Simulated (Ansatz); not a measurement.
# KSi3I: the cost of one run

Computed with Ansatz 0.2.0 (DFT PBE, scalar-relativistic, plane waves, PAW, unless a step's input says otherwise).

1 further run of the same task is left out (it didn't finish).

**1. The starting structure**

It takes space group P4mm (No. 99, tetragonal). Conventional cell: a = 4.508 Å, b = 4.508 Å, c = 6.074 Å, α = 90.00°, β = 90.00°, γ = 90.00°. K (site symmetry 4mm) is surrounded by 12 Si at 3.28 to 3.86 Å and 4 I at 3.64 Å. Around Si (site symmetry 2mm) lie 2 I at 2.64 Å and 6 Si at 3.12 to 3.19 Å and 4 K at 3.70 to 3.86 Å. Si (site symmetry 4mm) is surrounded by 1 I at 2.54 Å and 4 Si at 3.12 Å and 4 K at 3.28 Å. I (site symmetry 4mm) has 6 Si at 2.54 to 3.53 Å and 4 K at 3.64 Å as nearest neighbours.

Structure file:

```
CELL_PARAMETERS angstrom
4.50849 0.00000 0.00000
0.00000 4.50849 0.00000
0.00000 0.00000 6.07413
ATOMIC_POSITIONS crystal
K 0.50000 0.50000 0.72178
Si 0.50000 0.00000 0.23775
Si 0.00000 0.50000 0.23775
Si 0.00000 0.00000 0.59229
I 0.00000 0.00000 0.01082
```

A structure generator made this guess: species swapped into a database cell of CeSiPt3 (P4mm, No. 99), with K on the Ce sites, I on the Si sites and Si on the Pt sites. The dimensions are guesses.

**2. Probe: one point on a coarse mesh**

input.yaml reads:

```yaml
crystal:
  lattice:
    - [4.5084894, 0.0, 0.0]
    - [0.0, 4.5084894, 0.0]
    - [0.0, 0.0, 6.07412796]
  atoms:
    - { symbol: K, position: [0.5, 0.5, 0.72177708] }
    - { symbol: Si, position: [0.5, 0.0, 0.2377544] }
    - { symbol: Si, position: [0.0, 0.5, 0.2377544] }
    - { symbol: Si, position: [0.0, 0.0, 0.59229296] }
    - { symbol: I, position: [0.0, 0.0, 0.01082112] }
basis:
  ecutwfc: 420
kpoints:
  mp_grid: { grid: [4, 4, 4] }
hamiltonian:
  xc: pbe
scf:
  occupations: { method: gaussian, width: 0.1 }
  lower_state_search: "off"
output:
  forces: true
  stress: true
  eigenvalues: true
```

The run is started by

```bash
> ansatz run input.yaml --threads 1 --pin off --max-ram 2048MiB --backend cpu --events-out ev --progress --plain --runs-dir out
```

Q: Estimate wall time and peak memory on 1 thread of Arm Neoverse V1, shared host.

About 6 s, with a peak of 0.4 GiB.
